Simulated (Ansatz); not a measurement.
FeO, space group Fm-3m, a fixed-spin-moment curve

Program: the Ansatz DFT code, driven from Python.

Notebook, run cell by cell (the value of a cell's last expression is shown):

```python
import ansatz
```

```python
feo = (
    ansatz.Lattice.fcc(4.3108)
    .space_group(225)
    .atom("Fe", (0.0, 0.0, 0.0))
    .atom("O", (0.5, 0.0, 0.0))
    .primitive()
)
```

```python
feo.resolved().sites[-1]
```

    Site(symbol='O', position=(0.5, 0.5, 0.5), moment=None, axis=None, held=None, saved=None)

```python
model = (
    feo.calculation()
    .kpoints(spacing=0.2)
    .basis(510)
    .occupations("fermi_dirac", width=0.15)
    .functional("lda")
)
rows = []
for total in [0.0, 0.8, 1.7, 2.5, 3.4, 4.2]:
    r = model.spin("collinear", total=total, lock="hard").run(threads=1).report
    up, down = r["spin_fermi_energies_ev"]
    rows.append((total, r["free_energy_ev"], up - down, r["absolute_magnetization_mub"]))
reference = rows[0][1]
rows = [(m, 1000 * (e - reference), split, size) for m, e, split, size in rows]
print("     total muB    F - F(0) meV  EF up - down eV    absolute muB")
for row in rows:
    print(f"{str(row[0]):>14s}  {row[1]:14.2f}  {row[2]:15.4f}  {row[3]:14.3f}")
best = min(rows, key=lambda row: row[1])
print(f"lowest at {best[0]} muB per cell, {best[1]:.1f} meV against the first point")
```

    RunWarning: this spin-polarised run has no starting moment large enough to seed its density, and nothing else in its deck makes the two spin channels differ, so an SCF from that start keeps the magnetisation at zero until it first converges, unless a state [...]
    DeckWarning: where an SCF of this run starts from atoms to list the orders of its open shells, O (site 1, from 0) starts with 2.00 μB on its 2p shell, in the place of the 2.10 μB that the deck gives it: its open shells can hold no more by Hund's first rule. [...]
         total muB    F - F(0) meV  EF up - down eV    absolute muB
               0.0            0.00           0.0000           0.000
               0.8          -86.77          -0.4232           0.819
               1.7         -360.28          -0.7557           1.716
               2.5         -682.26          -0.8100           2.509
               3.4        -1000.37          -0.5412           3.405
               4.2         -861.05           3.3308           4.200
    lowest at 3.4 muB per cell, -1000.4 meV against the first point

The lowest point lies at 3.4 μB a cell, 1000.4 meV below the point at 0 μB; at 4.2 μB the energy is 139 meV above the lowest.

The smearing is wide enough that free energy and stress hold a thermal part of the electrons. With one magnetic atom the cell can hold only ferromagnetic order. Of the deposited cell: the entry's cell lengths or inner coordinates differ somewhat from later room-temperature determinations. Without a Hubbard U or exact exchange, semilocal functionals often make such 3d compounds metallic or too weakly gapped. The starting cell is as deposited in a crystallographic database; the results hold for this polymorph, which needn't be the stable one. Warnings are shown shortened and without file and line. Only points where the Fermi levels of the two spins meet (minima, maxima and zero moment) are free solutions; a shallow minimum can lie between the points. The whole script took 37 s on 1 thread of Intel(R) Xeon(R) Platinum 8259CL CPU @ 2.50GHz (Skylake/Cascade Lake) (shared host), peak memory 0.45 GiB.
